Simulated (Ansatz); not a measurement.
# TiW: how the settings move a relaxation

Question: which choices in the input matter for TiW?

Program: Ansatz 0.2.0. Level of theory: reference: DFT, r2SCAN, PAW with Ansatz's default frozen-core files, scalar-relativistic; relaxation of cell and atoms. These are calculated values, not measurements.

## (1) The starting structure

The structure is orthorhombic, space group Cmmm (No. 65). Conventional cell: a = 3.187 Å, b = 4.509 Å, c = 4.468 Å, α = 90.00°, β = 90.00°, γ = 90.00°. Ti (site symmetry mmm) has 4 W at 2.74 Å and 4 Ti at 2.76 Å as nearest neighbours. Around W (site symmetry mmm) lie 4 Ti at 2.74 Å and 4 W at 2.76 Å.

As a file:

```cif
data_structure
_symmetry_space_group_name_H-M 'Cmmm'
_symmetry_Int_Tables_number 65
_cell_length_a 3.1875
_cell_length_b 4.5093
_cell_length_c 4.4681
_cell_angle_alpha 90.000
_cell_angle_beta 90.000
_cell_angle_gamma 90.000
_cell_volume 64.22
loop_
_atom_site_label
_atom_site_type_symbol
_atom_site_symmetry_multiplicity
_atom_site_Wyckoff_symbol
_atom_site_fract_x
_atom_site_fract_y
_atom_site_fract_z
_atom_site_occupancy
Ti1 Ti 2 a 0.00000 0.00000 0.00000 1
W1 W 2 c 0.50000 0.00000 0.50000 1
```

## (2) The reference run

Contents of input.yaml:

```yaml
crystal:
  lattice:
    - [1.59372522, -2.2546343387, 0.0]
    - [1.59372522, 2.2546343387, 0.0]
    - [0.0, 0.0, 4.4681168022]
  atoms:
    - { symbol: Ti, position: [0.0, 0.0, 0.0] }
    - { symbol: W, position: [0.5, 0.5, 0.5] }
kpoints:
  mp_grid: { grid: [16, 16, 10] }
scf:
  occupations: { method: fermi_dirac, width: 0.1 }
hamiltonian:
  xc: r2scan
  pseudopotentials: { kind: paw }
relax:
  f_tol: 0.002
  max_steps: 80
  cell: {}
output:
  forces: true
  stress: true
```

The run is started by

```bash
ansatz run input.yaml --threads 1 --pin off --max-ram 3072MiB --backend cpu --events-out ev --progress --plain --runs-dir out
```

## (3) Again, with accuracy high

Changes to input.yaml since step 2:

```diff
@@ -22 +22,2 @@
   stress: true
+accuracy: high
```

**Question.** What will these runs give? Wanted: for each run, ending; energy change; pressure; gap; force.

**Answer**, as computed:

```
             run     ending  energy change  pressure (GPa)  gap (eV)  force (eV/Å)  cycles     time
       reference  converged              0             0.0      0.00          0.00      30  1.8 min
1: accuracy high  converged   0.0 meV/atom             0.0      0.00          0.00      30    2 min
```

Changing the accuracy level hardly moves the energy: 0.0 meV/atom.
